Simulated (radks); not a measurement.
**Exchange and kinetic functionals tested on atomic densities: S⁴⁺, Tl²⁺, Kr³⁺, Ar³⁺, Mo, Zn**

An exercise on one series of results from a longer session: the logs are not shown, and one member is left open.

The numbers are computed with radks (a radial shooting solver on a logarithmic mesh, Libxc functionals) version 1 (non-relativistic Kohn-Sham, PBE, spin-polarised, spherical densities, point nucleus; open shells are filled with parallel spins first), except any that are marked as measured or tabulated.

**What is computed**

```
species : S⁴⁺ ([Ne] 3s2), Tl²⁺ ([Xe] 4f14 5d10 6s1), Kr³⁺ ([Ar] 3d10 4s2 4p3), Ar³⁺ ([Ne] 3s2 3p3), Mo ([Kr] 4d5 5s1), Zn ([Ar] 3d10 4s2)
```

Set-up of the first run:

Settings of this run:

```text
Z 16
configuration [Ne] 3s2
relativity non-relativistic
functional pbe,pbe
spin polarised
nucleus point
```

Steps of the session up to this table: S⁴⁺, [Ne] 3s2.

One table of the session follows, with a row left open; its other results are not shown here.

It belongs to the step «S⁴⁺, [Ne] 3s2». Radial moments (bohr):

```
level      <r>  outermost maximum (interpolated)  90 % within  nodes
   1s  0.09728                            0.0637        0.174      0
   2s        ?                                 ?            ?      ?
   2p   0.4402                             0.325        0.732      0
   3s    1.471                              1.31         2.17      2
```

**Question.** Estimate the row for 2s.

**Answer.** <r>: 0.4791; outermost maximum (interpolated): 0.389; 90 % within: 0.750; nodes: 1. In the column «<r>» it lies between 2p (0.4402) and 3s (1.471).
